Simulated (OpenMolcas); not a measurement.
**One shape, several levels: Br2 (bromine)**

Aim: a comparison of 6 runs (HF/3-21G, B3LYP/aug-cc-pVTZ, BHLYP/aug-cc-pVTZ, M06-2X/aug-cc-pVTZ, M06-L/aug-cc-pVTZ, PBE0/aug-cc-pVTZ) of Br2 (bromine). 

The results are computed with OpenMolcas 26.06.

**1. The system as given**

Br2 has 2 atoms, charge 0, and is taken as a singlet. SMILES: `BrBr`. The Br1–Br2 distance was set to 2.966 Å, away from the relaxed value.

Bond lengths: Br1–Br2 2.966 Å.

**2. A single-point energy at HF/3-21G (run 1)**

run.inp

```
* Br2 Hartree-Fock
>>> EXPORT MOLCAS_PRINT=2

&GATEWAY
  BasLib = $CurrDir
  Coord
  2
  bohr
  Br     2.94186516    -0.98383677     1.50730603
  Br    -1.83866572     0.61489798    -0.94206627
  Basis = 3-21G
  Group = NoSym

&SEWARD

&SCF
  Thresholds = 1e-10 1e-07 1e-07 1e-05
  PrOrbitals = 1 2
```

The basis set 3-21G is read from a file made from the Basis Set Exchange's data (not shown).

Launch:

```console
$ export MOLCAS_MEM=1860
$ pymolcas run.inp > run.log
```

The log of the run:

```text
--- Start Module: gateway ---
[...]
--- Stop Module: gateway /rc=_RC_ALL_IS_WELL_ ---
--- Start Module: seward ---
[...]
      Basis functions           44
--- Stop Module: seward /rc=_RC_ALL_IS_WELL_ ---
--- Start Module: scf ---
[...]
       Convergence after   9 Iterations
[...]
::    Total SCF energy                              -5120.0371913245
[...]
      Total spin, S                                     0.0000000000
[...]
      Total electronic charge=   70.000000
      Total            charge=   -0.000000
[...]
      Dipole Moment (debye):
      Origin of the operator (angstrom)=    0.2919   -0.0976    0.1496
                   X=  2.5869E-13               Y= -2.9830E-14               Z=  5.2653E-14           Total=  2.6567E-13
      Quadrupole Moment (debye*angstrom):
[...]
--- Stop Module: scf /rc=_RC_ALL_IS_WELL_ ---
[...]
```

It took 1.8 s on 1 thread of Arm Neoverse V1, shared host; peak memory 0.38 GiB.

**3. The energy at B3LYP/aug-cc-pVTZ (run 2)**

mol.input

```
&GATEWAY
 BasLib=$CurrDir
 BasisSet
 Br.aug-cc-pVTZ....
 Br1 1.556768 -0.520624 0.797632 angstrom
 Br2 -0.972980 0.325390 -0.498520 angstrom
 End of Basis

&SEWARD
 GridInput
 Grid=UltraFine
 End of Grid

&SCF
 KSDFT=B3LYP
 Thresholds=1e-10 1e-07 1e-07 1e-05
 PrOrbitals=1
```

The basis set aug-cc-pVTZ is read from a file made from the Basis Set Exchange's data (not shown).

Launch:

```console
$ export MOLCAS_MEM=1860
$ pymolcas mol.input > mol.log
```

The log of the run:

```text
--- Start Module: gateway ---
[...]
--- Stop Module: gateway /rc=_RC_ALL_IS_WELL_ ---
--- Start Module: seward ---
[...]
      Basis functions          118
--- Stop Module: seward /rc=_RC_ALL_IS_WELL_ ---
[...]
--- Start Module: scf ---
[...]
       Convergence after  12 Iterations
[...]
::    Total KS-DFT energy                           -5148.4056966733
[...]
      Total spin, S                                     0.0000000000
[...]
      Total electronic charge=   70.000000
      Total            charge=   -0.000000
[...]
      Dipole Moment (debye):
      Origin of the operator (angstrom)=    0.2919   -0.0976    0.1496
                   X=  1.5210E-07               Y= -5.0871E-08               Z=  7.7944E-08           Total=  1.7832E-07
      Quadrupole Moment (debye*angstrom):
[...]
--- Stop Module: scf /rc=_RC_ALL_IS_WELL_ ---
[...]
```

Wall time 26 s (1 thread of Arm Neoverse V1, shared host); peak memory 0.74 GiB.

Runs 3 to 4 aren't shown in full; the table further down has their settings and results.

**4. The energy at M06-L/aug-cc-pVTZ (run 5)**

struct.xyz

```xyz
2

Br     1.556768    -0.520624     0.797632
Br    -0.972980     0.325390    -0.498520
```

mol.input

```
* Br2 Kohn-Sham DFT

&GATEWAY
  BASLIB=$CurrDir
  COORD=struct.xyz
  BASIS=aug-cc-pVTZ
  GROUP=NoSym

&SEWARD
  GRIDINPUT
  Grid=UltraFine
  End of Grid

&SCF
  KSDFT=M06L
  THRESHOLDS=1e-10 1e-07 1e-07 1e-05
  PRORBITALS=0
```

The basis set aug-cc-pVTZ is read from a file made from the Basis Set Exchange's data (not shown).

Launch:

```console
$ export MOLCAS_MEM=1860
$ pymolcas mol.input > mol.log
```

The log of the run:

```text
--- Start Module: gateway ---
[...]
--- Stop Module: gateway /rc=_RC_ALL_IS_WELL_ ---
--- Start Module: seward ---
[...]
      Basis functions          118
--- Stop Module: seward /rc=_RC_ALL_IS_WELL_ ---
[...]
--- Start Module: scf ---
[...]
       Convergence after  12 Iterations
[...]
::    Total KS-DFT energy                           -5148.1546855086
[...]
      Total spin, S                                     0.0000000000
[...]
      Total electronic charge=   70.000000
      Total            charge=   -0.000000
[...]
      Dipole Moment (debye):
      Origin of the operator (angstrom)=    0.2919   -0.0976    0.1496
                   X=  2.1397E-08               Y= -7.1799E-09               Z=  1.1030E-08           Total=  2.5121E-08
      Quadrupole Moment (debye*angstrom):
[...]
--- Stop Module: scf /rc=_RC_ALL_IS_WELL_ ---
[...]
```

Wall time 30 s (1 thread of Arm Neoverse V1, shared host); peak memory 0.74 GiB.

**5. A single-point energy at PBE0/aug-cc-pVTZ (run 6)**

mol.inp

```
* Br2 Kohn-Sham DFT

&gateway
  baslib=$CurrDir
  basisset
  Br.aug-cc-pVTZ....
  Br1 1.556768 -0.520624 0.797632 angstrom
  Br2 -0.972980 0.325390 -0.498520 angstrom
  End of Basis

&seward
  gridinput
  Grid=UltraFine
  End of Grid

&scf
  ksdft=PBE0
  thresholds=1e-10 1e-07 1e-07 1e-05
  prorbitals=1 2
```

The basis set aug-cc-pVTZ is read from a file made from the Basis Set Exchange's data (not shown).

Launch:

```console
$ export MOLCAS_MEM=1860
$ pymolcas mol.inp > mol.log
```

The log of the run:

```text
--- Start Module: gateway ---
[...]
--- Stop Module: gateway /rc=_RC_ALL_IS_WELL_ ---
--- Start Module: seward ---
[...]
      Basis functions          118
--- Stop Module: seward /rc=_RC_ALL_IS_WELL_ ---
[...]
--- Start Module: scf ---
[...]
       Convergence after  10 Iterations
[...]
::    Total KS-DFT energy                           -5147.7424153813
[...]
      Total spin, S                                     0.0000000000
[...]
      Total electronic charge=   70.000000
      Total            charge=   -0.000000
[...]
      Dipole Moment (debye):
      Origin of the operator (angstrom)=    0.2919   -0.0976    0.1496
                   X=  1.4535E-08               Y= -4.8644E-09               Z=  7.4579E-09           Total=  1.7045E-08
      Quadrupole Moment (debye*angstrom):
[...]
--- Stop Module: scf /rc=_RC_ALL_IS_WELL_ ---
[...]
```

It took 23 s on 1 thread of Arm Neoverse V1, shared host; peak memory 0.74 GiB.

**6. Overview of the runs**

| run | level | integration grid | energy (Eh) | dipole moment (D) | HOMO energy (eV) | LUMO energy (eV) | wall time |
| --- | --- | --- | --- | --- | --- | --- | --- |
| 1 | HF/3-21G | – | -5120.037191 | 0.00 | -11.55 | -2.89 | 1.8 s |
| 2 | B3LYP/aug-cc-pVTZ | UltraFine | -5148.405697 | 0.00 | -8.60 | -6.60 | 26 s |
| 3 | BHLYP/aug-cc-pVTZ | UltraFine | -5148.317874 | 0.00 | -10.06 | -5.58 | 23 s |
| 4 | M06-2X/aug-cc-pVTZ | UltraFine | -5148.409005 | 0.00 | -10.12 | -5.61 | 27 s |
| 5 | M06-L/aug-cc-pVTZ | UltraFine | -5148.154686 | 0.00 | -7.67 | -6.79 | 30 s |
| 6 | PBE0/aug-cc-pVTZ | UltraFine | -5147.742415 | 0.00 | -8.87 | -6.43 | 23 s |

**7. What came out**

| quantity | value |
| --- | --- |
| run 6: total energy | -5147.74242 Eh |
| run 6: dipole moment | 0.00 D |
| run 6: HOMO energy | -8.87 eV |
| run 6: LUMO energy | -6.43 eV |
| run 6: HOMO–LUMO gap | 2.44 eV |

**Reading.** The HOMO–LUMO gap runs from 0.88 eV (M06-L/aug-cc-pVTZ) to 8.67 eV (HF/3-21G). The two ends differ in method and basis. Totals of different functionals can't be ranked against each other. All runs together took 2.2 min, the longest 30 s.
